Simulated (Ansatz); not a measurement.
## FGeH4Sn, SMILES [F][SnH][GeH3]: a single point in a Gaussian basis

Run with the Python package of Ansatz (0.2.0).

`fgeh4sn.xyz`
```text
7

F    -2.24900   -1.45020    0.65610
Sn   -0.36560   -1.43760    0.47800
Ge    0.46660    0.96610   -0.01870
H     0.16930   -2.48250   -0.84230
H    -0.12440    1.47320   -1.34350
H     0.09390    1.91900    1.15900
H     2.07040    0.94400   -0.13430
```

`energy_fgeh4sn.py`
```python
"""Single point of FGeH4Sn."""

from pathlib import Path

import ansatz as az

system = az.Crystal.molecule_from_extxyz("fgeh4sn.xyz")

calculation = system.calculation()
calculation = calculation.basis(gaussian="def2-SVPD")
calculation = calculation.functional("hf").spin("collinear", total=1)
calculation = calculation.accuracy("medium").scf(lower_state_search="off")
calculation = calculation.orbitals()
res = calculation.run(threads=1, runs_dir="out")
r = res.report

print(f"E = {r['free_energy_ev']:.6f} eV = {r['free_energy_ev'] / 27.211386246:.7f} Ha")
print("converged:", r["converged"], " doubts:", r["published_state_doubts"] or "none")

state = r["mean_field"]["state"]
print(f"mean field: {state['energy']['hartree']:.7f} Ha, <S^2> = {abs(state['spin_squared']):.4f}, stability: {state.get('stability', {}).get('kind')}")

lines = Path(r["orbitals_path"]).read_text().splitlines()
field_of = lambda key: [line.split("=")[1].strip() for line in lines if line.startswith(key)]
orbitals = [(27.211386 * float(e), s, float(n)) for e, s, n in zip(field_of("Ene="), field_of("Spin="), field_of("Occup="))]
homo = max(e for e, _, n in orbitals if n > 0.5)
lumo = min(e for e, _, n in orbitals if n < 0.5)
print(f"HOMO {homo:.3f} eV, LUMO {lumo:.3f} eV, gap {lumo - homo:.3f} eV")
```

```console
$ python energy_fgeh4sn.py
E = -65039.106676 eV = -2390.1430853 Ha
converged: True  doubts: none
mean field: -2390.1430853 Ha, <S^2> = 0.7568, stability: undecided
HOMO -8.712 eV, LUMO 0.044 eV, gap 8.756 eV
```

The settings weren't tested for convergence. The geometry is a force-field or estimated start, not a minimum of this method, and the basis set is short of its limit. def2 sets replace the cores of elements past krypton by effective core potentials. The species is open-shell (spin multiplicity 2). Levels such as HOMO and LUMO are orbital energies: in Hartree-Fock the gap is too wide and the LUMO hangs on the basis. Wall time of the script: 4.6 s on 1 thread of Arm Neoverse V1 (shared host), peak memory 0.42 GiB.

(A comment or docstring line of the script was reworded after the run, the code is as it ran; lines on the test bed's own set-up are left out of the output.)
